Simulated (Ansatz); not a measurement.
The system is Ta3AsAu2O13.

```
Ta As Au O
1.0
     6.80067   -1.92163   -0.02621
     6.80067    1.92163   -0.02621
    -1.72225    0.00000   10.37288
Ta As Au O
3 1 2 13
Cartesian
  2.9718 0.0000 6.5236
  4.8678 0.0000 0.0213
  7.0062 0.0000 10.3228
  8.9252 0.0000 3.7233
  7.0966 0.0000 6.5221
  4.8091 0.0000 3.7731
  3.2720 0.0000 8.3381
  4.7052 0.0000 5.7491
  9.6078 0.0000 6.1194
  8.6255 0.0000 2.0474
  7.2888 0.0000 4.4798
  2.2695 0.0000 4.2576
  6.9552 0.0000 8.4957
  0.8547 0.0000 6.6412
  4.9002 0.0000 1.8415
  10.8759 0.0000 3.6718
  6.8030 0.0000 0.0005
  9.3446 0.0000 10.2506
  2.5337 0.0000 0.0790
```

The cell was built by a generator and needn't be a form met in nature.

Base run:

```yaml
Program: Ansatz 0.2.0
Functional: RPBE
Potentials_or_basis: Ansatz PAW
Cutoff: 420 eV
Density_cutoff: 1680 eV
k_mesh: 7 × 7 × 3
Occupations: fermi-dirac, width 0.05 eV
Spin: no spin polarisation
```

Its results: band gap on the k mesh none (metal or under the smearing width); pressure 3.5 GPa; largest force 0.128 eV/Å.

Question: The run is repeated on the same cell with these changes: functional from RPBE to PBEsol. What comes out?

Answer: Band gap on the k mesh none (metal or under the smearing width); pressure -5.3 GPa; largest force 0.291 eV/Å.

PBEsol binds more tightly than RPBE, so the same cell stands under less pressure.

Caveats: the PAW data sets come from PBE, with cores solved anew for the run's functional, which leaves a small shift of forces and pressure; the potentials were made for another functional, which shifts forces and pressure (some runs).

Not every run made on this cell is shown here.
